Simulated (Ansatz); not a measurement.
# CH5ClNSi: the cost of one run

Method: the settings change from run to run; program: Ansatz 0.2.0, Gaussian basis.

## 1. The geometry

The structure was relaxed beforehand with PBE0-D4 in a triple-zeta def2 set.

SMILES `C[Si](N)Cl`, 9 atoms, charge 0, spin multiplicity 2.

Atoms are counted from 1 here; the program's logs count them from 0.

Bond lengths: C1–Si2 1.870 Å, C1–H5 1.091 Å, C1–H6 1.093 Å, C1–H7 1.094 Å, Si2–N3 1.719 Å, Si2–Cl4 2.076 Å, N3–H8 1.009 Å, N3–H9 1.008 Å. Angles: Si2–C1–H5 110.5°, Si2–C1–H6 110.4°, Si2–C1–H7 109.7°, H5–C1–H6 108.2°, H5–C1–H7 109.0°, H6–C1–H7 109.0°, C1–Si2–N3 108.4°, C1–Si2–Cl4 109.9°, N3–Si2–Cl4 106.2°, Si2–N3–H8 119.2°, Si2–N3–H9 119.8°, H8–N3–H9 111.2°.

## 2. wB97/aug-cc-pVDZ

This run has restricted open-shell orbitals.

The input, in.yaml:

```yaml
crystal:
  periodic: [false, false, false]
  atoms:
    - {symbol: C, position_ang: [-0.735581, 0.742208, -0.857589]}
    - {symbol: Si, position_ang: [0.799637, -0.149837, -0.272086]}
    - {symbol: N, position_ang: [0.616045, -0.508133, 1.398880]}
    - {symbol: Cl, position_ang: [0.967735, -1.977469, -1.241867]}
    - {symbol: H, position_ang: [-0.665580, 0.963660, -1.923554]}
    - {symbol: H, position_ang: [-0.856596, 1.685778, -0.319217]}
    - {symbol: H, position_ang: [-1.615361, 0.117224, -0.681002]}
    - {symbol: H, position_ang: [0.319616, 0.221283, 2.029524]}
    - {symbol: H, position_ang: [1.258483, -1.140815, 1.849912]}
basis:
  gaussian: {orbitals: aug-cc-pVDZ}
magnetization: {spin_polarized: false, initial_magnetization: 1}
hamiltonian: {xc: {name: wB97}}
```

Command:

```
$ ansatz run in.yaml --threads 4 --pin off --events-out ev --progress --plain --max-ram 10444MiB
```

What time and memory should one allow on 4 threads of Arm Neoverse V1, shared host?

About 7.5 s, with a peak of 0.55 GiB.
